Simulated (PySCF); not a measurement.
**How the numerical set-up moves the result for GeS**

The method stays; parts of the set-up, such as the basis or the Hamiltonian, are changed.

Program: PySCF 2.14.0. Level of theory: each script names its method and basis. These are calculated values, not measurements.

1 further run of the same task is left out (it didn't finish).

## Step 1: The system as given

GeS: 2 atoms, charge 0, spin multiplicity 1.

Bond lengths: Ge1–S2 2.145 Å.

## Step 2: The base run

input.py

```python
from pyscf import gto, dft

mol = gto.M(
    atom='Ge 0 0 0; S 0 0 2.145',
    basis='6-31g*',
    charge=0,
    spin=0,
    verbose=3,
)
mf = dft.RKS(mol, xc='b3lyp5')
mf.kernel()
g = mf.nuc_grad_method()
g.grid_response = True
g.kernel()
mf.dip_moment()
print('orbital energies (hartree):', mf.mo_energy[..., max(0, mol.nelec[1]-3):mol.nelec[0]+3].round(4))
```

Started as:

```console
$ OMP_NUM_THREADS=1 python input.py
```

Its log is not repeated here.

Base result: E(SCF) = -2474.795406 Eh, μ = 2.61 D, gradient on the second atom 0.0426 Eh/bohr.

The bond length is a typed value, not an optimised one.

## Step 3: Density fitting cc-pvdz-jkfit

Run 1 changes density fitting: none → cc-pvdz-jkfit.

input.py

```python
from pyscf import gto, dft

mol = gto.M(
    atom='Ge 0 0 0; S 0 0 2.145',
    basis='6-31g*',
    charge=0,
    spin=0,
    verbose=3,
)
mf = dft.RKS(mol, xc='b3lyp5')
mf = mf.density_fit(auxbasis='cc-pvdz-jkfit')
mf.kernel()
g = mf.nuc_grad_method()
g.grid_response = True
g.kernel()
mf.dip_moment()
print('orbital energies (hartree):', mf.mo_energy[..., max(0, mol.nelec[1]-3):mol.nelec[0]+3].round(4))
```

Started as:

```console
$ OMP_NUM_THREADS=1 python input.py
```

## Step 4: Cc-pvdz-dk (X2C on)

Run 2 changes basis set: 6-31g* → cc-pvdz-dk; spin-free X2C: off → on.

Edit input.py of step 2 so:

```diff
@@ -4,3 +4,3 @@
     atom='Ge 0 0 0; S 0 0 2.145',
-    basis='6-31g*',
+    basis='cc-pvdz-dk',
     charge=0,
@@ -10,2 +10,3 @@
 mf = dft.RKS(mol, xc='b3lyp5')
+mf = mf.sfx2c1e()
 mf.kernel()
```

## Step 5: Integration grid 1

Run 3 changes integration grid: default → 1.

Edit input.py of step 2 so:

```diff
@@ -10,2 +10,3 @@
 mf = dft.RKS(mol, xc='b3lyp5')
+mf.grids.level = 1
 mf.kernel()
```

## Step 6: Sbkjc (core potential on)

Run 4 changes basis set: 6-31g* → sbkjc; core potential: off → on. The core potential changes with it: totals don't compare.

Edit input.py of step 2 so:

```diff
@@ -4,3 +4,4 @@
     atom='Ge 0 0 0; S 0 0 2.145',
-    basis='6-31g*',
+    basis='sbkjc',
+    ecp={'Ge': 'sbkjc', 'S': 'sbkjc'},
     charge=0,
```

**Question.** What will these runs give? Wanted: for each run, E(SCF); from base; gap; SCF dipole.

As calculated:

| run | E(SCF) (hartree) | from base (eV) | gap (eV) | SCF dipole (D) | functions |
| --- | --- | --- | --- | --- | --- |
| base | -2474.795406 | 0 | 4.48 | 2.61 | 50 |
| density fitting cc-pvdz-jkfit | -2474.689852 | +2.8723 | 4.48 | 2.60 | 50 |
| cc-pvdz-dk (X2C on) | -2497.913076 | not comparable | 4.50 | 2.63 | 45 |
| integration grid 1 | -2474.795440 | -0.0009 | 4.48 | 2.61 | 50 |
| sbkjc (core potential on) | -13.961622 | not comparable | n/a | 2.97 | 16 |

**Reading.** Of the runs whose energies can be compared, “density fitting cc-pvdz-jkfit” moves the SCF energy most (+2.872 eV).
